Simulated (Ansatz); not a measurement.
**Alloy of InP and GaP (40 of 64 In sites exchanged), 128 atoms**

How does this alloy cell relax, and what gap do PBEsol and HSE06 with spin–orbit coupling give?

Program: Ansatz 0.2.0, PAW, plane waves. These are calculated values, not measurements.

## 1. The starting cell

128 atoms (24 In, 40 Ga, 64 P); a = 15.855 Å, b = 15.855 Å, c = 15.855 Å, α = 60.00°, β = 60.00°, γ = 60.00°. All atoms were shaken off their sites by about 0.02 Å along each axis; atoms next to an added one may be pushed further to make room.

Steps to follow: (2) PBEsol cell relaxation at the single k point (½, ½, ½), on 1 × NVIDIA GB200 with 8 threads of Arm Neoverse-V2; (3) HSE06 with spin–orbit coupling single point at the Γ point alone, on 1 × NVIDIA GB200 with 8 threads of Arm Neoverse-V2.

## 2. PBEsol relaxation of the cell and the positions

Contents of in.yaml:

```yaml
crystal:
  lattice:
    - [0.000000, 11.211012, 11.211012]
    - [11.211012, 0.000000, 11.211012]
    - [11.211012, 11.211012, 0.000000]
  atoms:
    - { symbol: In, position: [0.999138, 0.999123, 0.002009] }
    - { symbol: In, position: [0.249480, 0.251401, 0.749399] }
    - { symbol: In, position: [0.500944, 0.499288, 0.499975] }
    - { symbol: In, position: [0.749769, 0.750999, 0.251847] }
    - { symbol: In, position: [0.248126, 0.752354, 0.749740] }
    - { symbol: In, position: [0.750818, 0.750141, 0.748266] }
    - { symbol: In, position: [0.749948, 0.248969, 0.999290] }
    - { symbol: In, position: [0.998836, 0.500902, 0.248812] }
    - { symbol: In, position: [0.000197, 0.999935, 0.748426] }
    - { symbol: In, position: [0.499773, 0.498720, 0.252011] }
    - { symbol: In, position: [0.499918, 0.998836, 0.750092] }
    - { symbol: In, position: [0.751644, 0.749498, 0.498900] }
    - { symbol: In, position: [0.998552, 0.249034, 0.001748] }
    - { symbol: In, position: [0.249662, 0.001130, 0.250651] }
    - { symbol: In, position: [0.502308, 0.248861, 0.003675] }
    - { symbol: In, position: [0.001781, 0.747056, 0.999940] }
    - { symbol: In, position: [0.249456, 0.502052, 0.749760] }
    - { symbol: In, position: [0.000023, 0.249303, 0.250786] }
    - { symbol: In, position: [0.248026, 0.501275, 0.999133] }
    - { symbol: In, position: [0.498413, 0.250962, 0.249220] }
    - { symbol: In, position: [0.750885, 0.000608, 0.499096] }
    - { symbol: In, position: [0.999900, 0.250715, 0.750304] }
    - { symbol: In, position: [0.748921, 0.500419, 0.498499] }
    - { symbol: In, position: [0.501716, 0.749281, 0.751173] }
    - { symbol: Ga, position: [0.499443, 0.997697, 0.000642] }
    - { symbol: Ga, position: [0.002745, 0.499830, 0.997666] }
    - { symbol: Ga, position: [0.998044, 0.996406, 0.503001] }
    - { symbol: Ga, position: [0.248362, 0.248763, 0.252454] }
    - { symbol: Ga, position: [0.500499, 0.496996, 0.999303] }
    - { symbol: Ga, position: [0.498170, 0.999964, 0.499328] }
    - { symbol: Ga, position: [0.750059, 0.248937, 0.249232] }
    - { symbol: Ga, position: [0.000122, 0.499255, 0.498767] }
    - { symbol: Ga, position: [0.249231, 0.749783, 0.250975] }
    - { symbol: Ga, position: [0.749484, 0.251813, 0.747973] }
    - { symbol: Ga, position: [0.000945, 0.000536, 0.248773] }
    - { symbol: Ga, position: [0.248179, 0.252300, 0.997982] }
    - { symbol: Ga, position: [0.497925, 0.001569, 0.250405] }
    - { symbol: Ga, position: [0.250076, 0.748920, 0.003109] }
    - { symbol: Ga, position: [0.250893, 0.248424, 0.503125] }
    - { symbol: Ga, position: [0.747023, 0.751014, 0.999068] }
    - { symbol: Ga, position: [0.749266, 0.251608, 0.500594] }
    - { symbol: Ga, position: [0.999149, 0.499226, 0.751863] }
    - { symbol: Ga, position: [0.250856, 0.748719, 0.500815] }
    - { symbol: Ga, position: [0.497709, 0.500956, 0.751676] }
    - { symbol: Ga, position: [0.747246, 0.001562, 0.251510] }
    - { symbol: Ga, position: [0.001373, 0.248242, 0.501732] }
    - { symbol: Ga, position: [0.252549, 0.500077, 0.249256] }
    - { symbol: Ga, position: [0.498655, 0.749930, 0.003491] }
    - { symbol: Ga, position: [0.250359, 0.002011, 0.746514] }
    - { symbol: Ga, position: [0.499865, 0.248616, 0.497902] }
    - { symbol: Ga, position: [0.746802, 0.503022, 0.249316] }
    - { symbol: Ga, position: [0.749567, 0.997162, 0.750126] }
    - { symbol: Ga, position: [0.000771, 0.748727, 0.499256] }
    - { symbol: Ga, position: [0.497703, 0.750814, 0.501117] }
    - { symbol: Ga, position: [0.747524, 0.502762, 0.749757] }
    - { symbol: Ga, position: [0.251993, 0.997319, 0.999323] }
    - { symbol: Ga, position: [0.751786, 0.001035, 0.999824] }
    - { symbol: Ga, position: [0.251256, 0.999699, 0.499766] }
    - { symbol: Ga, position: [0.751531, 0.500425, 0.999207] }
    - { symbol: Ga, position: [0.000272, 0.749120, 0.250357] }
    - { symbol: Ga, position: [0.248929, 0.502374, 0.497991] }
    - { symbol: Ga, position: [0.502026, 0.748933, 0.249896] }
    - { symbol: Ga, position: [0.500985, 0.249777, 0.748059] }
    - { symbol: Ga, position: [0.002222, 0.748708, 0.750591] }
    - { symbol: P, position: [0.064915, 0.062700, 0.061380] }
    - { symbol: P, position: [0.563296, 0.066154, 0.060324] }
    - { symbol: P, position: [0.062899, 0.561617, 0.062807] }
    - { symbol: P, position: [0.060482, 0.063630, 0.562259] }
    - { symbol: P, position: [0.307842, 0.313955, 0.314360] }
    - { symbol: P, position: [0.560859, 0.561994, 0.063664] }
    - { symbol: P, position: [0.562509, 0.059827, 0.562948] }
    - { symbol: P, position: [0.813859, 0.312382, 0.309697] }
    - { symbol: P, position: [0.060475, 0.560794, 0.562701] }
    - { symbol: P, position: [0.311182, 0.811862, 0.314193] }
    - { symbol: P, position: [0.311922, 0.310703, 0.812392] }
    - { symbol: P, position: [0.561111, 0.565122, 0.561421] }
    - { symbol: P, position: [0.811986, 0.814912, 0.310051] }
    - { symbol: P, position: [0.810108, 0.311764, 0.813131] }
    - { symbol: P, position: [0.312397, 0.812131, 0.811401] }
    - { symbol: P, position: [0.813208, 0.811482, 0.810738] }
    - { symbol: P, position: [0.061818, 0.064868, 0.310303] }
    - { symbol: P, position: [0.312801, 0.311948, 0.062747] }
    - { symbol: P, position: [0.563005, 0.064267, 0.312960] }
    - { symbol: P, position: [0.815096, 0.314289, 0.060394] }
    - { symbol: P, position: [0.061769, 0.562225, 0.310664] }
    - { symbol: P, position: [0.309888, 0.812437, 0.063740] }
    - { symbol: P, position: [0.063562, 0.060462, 0.813102] }
    - { symbol: P, position: [0.312596, 0.312055, 0.561717] }
    - { symbol: P, position: [0.562706, 0.562611, 0.312532] }
    - { symbol: P, position: [0.812646, 0.814563, 0.062707] }
    - { symbol: P, position: [0.563522, 0.063612, 0.809888] }
    - { symbol: P, position: [0.812122, 0.313331, 0.562501] }
    - { symbol: P, position: [0.061456, 0.563628, 0.814636] }
    - { symbol: P, position: [0.313803, 0.813920, 0.560522] }
    - { symbol: P, position: [0.561568, 0.562485, 0.812352] }
    - { symbol: P, position: [0.813007, 0.810377, 0.563303] }
    - { symbol: P, position: [0.061834, 0.312900, 0.063641] }
    - { symbol: P, position: [0.313698, 0.062199, 0.312437] }
    - { symbol: P, position: [0.564106, 0.313426, 0.059811] }
    - { symbol: P, position: [0.814672, 0.062033, 0.311160] }
    - { symbol: P, position: [0.063783, 0.811212, 0.063423] }
    - { symbol: P, position: [0.063771, 0.311232, 0.562057] }
    - { symbol: P, position: [0.311741, 0.563318, 0.313223] }
    - { symbol: P, position: [0.562924, 0.811560, 0.063342] }
    - { symbol: P, position: [0.311365, 0.063197, 0.812442] }
    - { symbol: P, position: [0.561327, 0.313468, 0.562865] }
    - { symbol: P, position: [0.816218, 0.563850, 0.309333] }
    - { symbol: P, position: [0.814168, 0.060665, 0.812727] }
    - { symbol: P, position: [0.062502, 0.809721, 0.564268] }
    - { symbol: P, position: [0.312176, 0.562009, 0.812085] }
    - { symbol: P, position: [0.561609, 0.812795, 0.564232] }
    - { symbol: P, position: [0.813186, 0.563013, 0.810099] }
    - { symbol: P, position: [0.313294, 0.061744, 0.061535] }
    - { symbol: P, position: [0.812781, 0.066715, 0.059345] }
    - { symbol: P, position: [0.062378, 0.313919, 0.310591] }
    - { symbol: P, position: [0.310566, 0.563157, 0.061881] }
    - { symbol: P, position: [0.311208, 0.063178, 0.561699] }
    - { symbol: P, position: [0.561177, 0.310458, 0.310063] }
    - { symbol: P, position: [0.812746, 0.561692, 0.062431] }
    - { symbol: P, position: [0.810894, 0.064012, 0.562034] }
    - { symbol: P, position: [0.061194, 0.812572, 0.314817] }
    - { symbol: P, position: [0.062413, 0.312077, 0.813346] }
    - { symbol: P, position: [0.312701, 0.561704, 0.560164] }
    - { symbol: P, position: [0.563528, 0.811077, 0.310453] }
    - { symbol: P, position: [0.561963, 0.314926, 0.809268] }
    - { symbol: P, position: [0.813266, 0.565841, 0.560491] }
    - { symbol: P, position: [0.064566, 0.812443, 0.808999] }
    - { symbol: P, position: [0.563075, 0.811839, 0.813359] }
kpoints:
  mp_grid: { grid: [1, 1, 1], shift: [0.5, 0.5, 0.5] }
hamiltonian:
  xc: pbesol
scf:
  occupations: { method: fermi_dirac, width: 0.01 }
relax:
  f_tol: 0.03
  max_steps: 80
  escape_saddle: false
  adjacent_minimum: "off"
  cell: { fix: [shape] }
output:
  forces: true
  eigenvalues: true
  populations: true
```

Launch:

```
$ ansatz run in.yaml --threads 8 --pin off --max-ram 118750MiB --runs-dir r --events-out ev --progress --plain --backend cuda --devices 0, --max-vram 170GiB
```

The runs that follow: HSE06 with spin–orbit coupling single point.

Q: Predict the outcome of this session. Wanted: for each run, top filled to lowest empty.

As calculated:

```
                         level          time   k points  top filled to lowest empty (eV)
            PBEsol, relaxation   8.5 s (GPU)  (½, ½, ½)                             1.63
HSE06 with spin–orbit coupling  24 min (GPU)          Γ                             2.10
```

| quantity | value |
| --- | --- |
| relaxation | 6 recorded steps, 7.65 eV gained |
| largest shift | 0.21 Å (P114) |
| relaxed cell | a = 15.843 Å, b = 15.843 Å, c = 15.843 Å, α = 60.00°, β = 60.00°, γ = 60.00° |
| mean bonds | Ga–P 2.372, In–P 2.522 Å |

The relaxation lowers the energy by 7.65 eV; the largest shift is 0.21 Å (P114), while the volume changes by -0.2 %. Part of this undoes the random shake of the start. The mean lengths of the listed bonds run from Ga–P 2.37 Å to In–P 2.52 Å. Rows on different k points differ by sampling as well as by level. With one k point the spacing samples only the states that fold onto it, so it can exceed the gap over the zone.
